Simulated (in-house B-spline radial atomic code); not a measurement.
# Tl⁷⁺: excited configurations

How much energy does it take to promote electrons of Tl⁷⁺ to other shells? Each configuration is solved by itself and compared with the reference.

Method: Dirac-Hartree-Fock, average of configuration, Fermi nucleus, basis-set limit. Code: in-house B-spline radial atomic code version 1.

**1. Starting point**

| Quantity | Value |
| --- | --- |
| element | thallium (Z = 81) |
| charge | +7 |
| electrons | 74 |
| configuration | [Xe] 4f14 5d6 |
| Hamiltonian | Dirac-Coulomb |
| nucleus | Fermi, rms radius 5.476 fm |

Outer shells as boxes (Hund's rule):

[Xe] 4f14 5d6
```
[Xe] core
4f [↑↓][↑↓][↑↓][↑↓][↑↓][↑↓][↑↓]
5d [↑↓][↑ ][↑ ][↑ ][↑ ]
```

The boxes draw the filling by Hund's rule, which heavy ions in jj coupling don't follow; these runs average over all states of the configuration.

Input settings:

```ini
Z = 81
electrons = 74.0
configuration = [Xe] 4f14 5d6
hamiltonian = dirac
method = hf
spin_polarised = False
nucleus = fermi
rms_radius = 5.4759
mass_number = 205
atomic_mass = 204.974427318
speed_of_light = 137.035999084
```

The reference is known from an earlier run: -20261.992135 hartree in all. Up to eight levels, counted from the top:

```csv
orbital,occupation,energy (eV),<r> (bohr)
4d5/2,6,-513.82,0.4432
5s1/2,2,-253.39,0.8744
4f5/2,6,-245.62,0.4601
4f7/2,8,-240.84,0.4662
5p1/2,2,-207.24,0.9272
5p3/2,4,-185.05,1.002
5d3/2,2.4,-120.17,1.179
5d5/2,3.6,-117.26,1.209
```

**2. Run with [Kr] 4d9 4f14 5s2 5p6 5d6 9p1**

Input settings:

```ini
Z = 81
electrons = 74.0
configuration = [Kr] 4d9 4f14 5s2 5p6 5d6 9p1
hamiltonian = dirac
method = hf
spin_polarised = False
nucleus = fermi
rms_radius = 5.4759
mass_number = 205
atomic_mass = 204.974427318
speed_of_light = 137.035999084
```

**3. Run with [Xe] 4f13 5d6 8d1**

Changes to the settings of step 2:

```diff
@@ -2,3 +2,3 @@
 electrons = 74.0
-configuration = [Kr] 4d9 4f14 5s2 5p6 5d6 9p1
+configuration = [Xe] 4f13 5d6 8d1
 hamiltonian = dirac
```

**4. [Xe] 4f13 5d6 7p1**

Changes to the settings of step 3:

```diff
@@ -2,3 +2,3 @@
 electrons = 74.0
-configuration = [Xe] 4f13 5d6 8d1
+configuration = [Xe] 4f13 5d6 7p1
 hamiltonian = dirac
```

**5. Configuration [Kr] 4d9 4f14 5s2 5p6 5d6 5f1**

Changes to the settings of step 4:

```diff
@@ -2,3 +2,3 @@
 electrons = 74.0
-configuration = [Xe] 4f13 5d6 7p1
+configuration = [Kr] 4d9 4f14 5s2 5p6 5d6 5f1
 hamiltonian = dirac
```

**6. Run with [Xe] 4f13 5d6 8p1**

Changes to the settings of step 5:

```diff
@@ -2,3 +2,3 @@
 electrons = 74.0
-configuration = [Kr] 4d9 4f14 5s2 5p6 5d6 5f1
+configuration = [Xe] 4f13 5d6 8p1
 hamiltonian = dirac
```

**7. [Xe] 4f14 5d5 9f1**

Changes to the settings of step 6:

```diff
@@ -2,3 +2,3 @@
 electrons = 74.0
-configuration = [Xe] 4f13 5d6 8p1
+configuration = [Xe] 4f14 5d5 9f1
 hamiltonian = dirac
```

Before running: How far above the reference does each configuration lie (order and size, in eV)?

The runs gave:

| net move | configuration | energy above the reference (eV) | with Breit, QED, recoil (eV) | largest <r> (bohr) |
| --- | --- | --- | --- | --- |
| 5d → 9f | [Xe] 4f14 5d5 9f1 | 103.38 | 103.37 | 10.8 |
| 4f → 7p | [Xe] 4f13 5d6 7p1 | 189.43 | 189.74 | 3.66 |
| 4f → 8p | [Xe] 4f13 5d6 8p1 | 204.68 | 204.97 | 5.53 |
| 4f → 8d | [Xe] 4f13 5d6 8d1 | 209.75 | 210.03 | 6.40 |
| 4d → 5f | [Kr] 4d9 4f14 5s2 5p6 5d6 5f1 | 451.88 | 451.45 | 1.84 |
| 4d → 9p | [Kr] 4d9 4f14 5s2 5p6 5d6 9p1 | 492.43 | 492.04 | 7.78 |

Quantum defects of the promoted electron, δ = n − ζ/√(−2ε) with ζ = 8 and ε its orbital energy in hartree:

| promotion | δ |
| --- | --- |
| 5d → 9f | 1.163 |
| 4f → 7p | 2.591 |
| 4f → 8p | 2.571 |
| 4f → 8d | 2.035 |
| 4d → 9p | 2.561 |

**Reading.** The lowest of them is 5d → 9f at 103.38 eV and the highest 4d → 9p at 492.43 eV. Koopmans' estimate of the ionisation threshold is 117.26 eV; 5 configurations exceed it by over 2 % and could autoionise. Of those tabulated, the defect is largest for 7p (2.59) and least for 9f (1.16): low angular momentum penetrates the core, high angular momentum stays outside it. Two partly filled shells share a symmetry and can mix in the average, which may lower the energy, for: 4f → 8d; 4d → 5f; 4d → 9p. These are averages over configurations, without correlation, not spectroscopic levels.
